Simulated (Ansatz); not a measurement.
# CH6FOSi: the cost of one run

Program: Ansatz 0.2.0. Level of theory: RKS BLYP-D4/6-31G. These are calculated values, not measurements.

## 1. The starting structure

Bond lengths: C2–O3 1.360 Å, F1–Si4 1.761 Å, O3–Si4 1.756 Å, C2–H5 1.105 Å, C2–H6 1.101 Å, C2–H7 1.106 Å, Si4–H8 1.471 Å, Si4–H9 1.489 Å, Si4–H10 1.489 Å. Angles (14 of 17 angles, heavy atoms first): C2–O3–Si4 118.9°, F1–Si4–O3 173.8°, O3–C2–H5 111.7°, O3–C2–H6 110.4°, O3–C2–H7 111.8°, F1–Si4–H8 88.6°, F1–Si4–H9 88.4°, F1–Si4–H10 88.5°, O3–Si4–H8 85.2°, O3–Si4–H9 94.9°, O3–Si4–H10 94.9°, H5–C2–H6 108.1°, H5–C2–H7 106.6°, H6–C2–H7 108.0°.

As a file:

```xyz
10

F    -1.0888   -0.4385   -2.6145
C     0.3808    0.2035    1.4689
O     0.8982    0.1942    0.2113
Si   -0.1697   -0.1350   -1.1429
H    -0.4554    0.9205    1.5621
H     1.1545    0.4835    2.2001
H    -0.0194   -0.7868    1.7563
H     1.0258    0.0678   -1.9748
H    -1.1254    0.9607   -0.8221
H    -0.6006   -1.4699   -0.6446
```

## 2. Preparing the start

File input.yaml:

```yaml
crystal:
  periodic: [false, false, false]
  atoms:
    - { symbol: F, position_ang: [-1.0888, -0.4385, -2.6145] }
    - { symbol: C, position_ang: [0.3808, 0.2035, 1.4689] }
    - { symbol: O, position_ang: [0.8982, 0.1942, 0.2113] }
    - { symbol: Si, position_ang: [-0.1697, -0.135, -1.1429] }
    - { symbol: H, position_ang: [-0.4554, 0.9205, 1.5621] }
    - { symbol: H, position_ang: [1.1545, 0.4835, 2.2001] }
    - { symbol: H, position_ang: [-0.0194, -0.7868, 1.7563] }
    - { symbol: H, position_ang: [1.0258, 0.0678, -1.9748] }
    - { symbol: H, position_ang: [-1.1254, 0.9607, -0.8221] }
    - { symbol: H, position_ang: [-0.6006, -1.4699, -0.6446] }
total_charge: -1
basis:
  gaussian: { orbitals: "6-31G" }
hamiltonian:
  xc: blyp
  dispersion: d4
relax:
  f_tol: 0.02
  max_steps: 40
scf:
  lower_state_search: "off"
```

On the command line:

```bash
> ansatz run input.yaml --threads 1 --pin off --max-ram 2048MiB --backend cpu --events-out ev --progress --plain --runs-dir out
```

What time and memory should one allow on 1 thread of AMD EPYC 9R45 (Zen 5), shared host?

About 6.3 s, with a peak of 0.16 GiB.
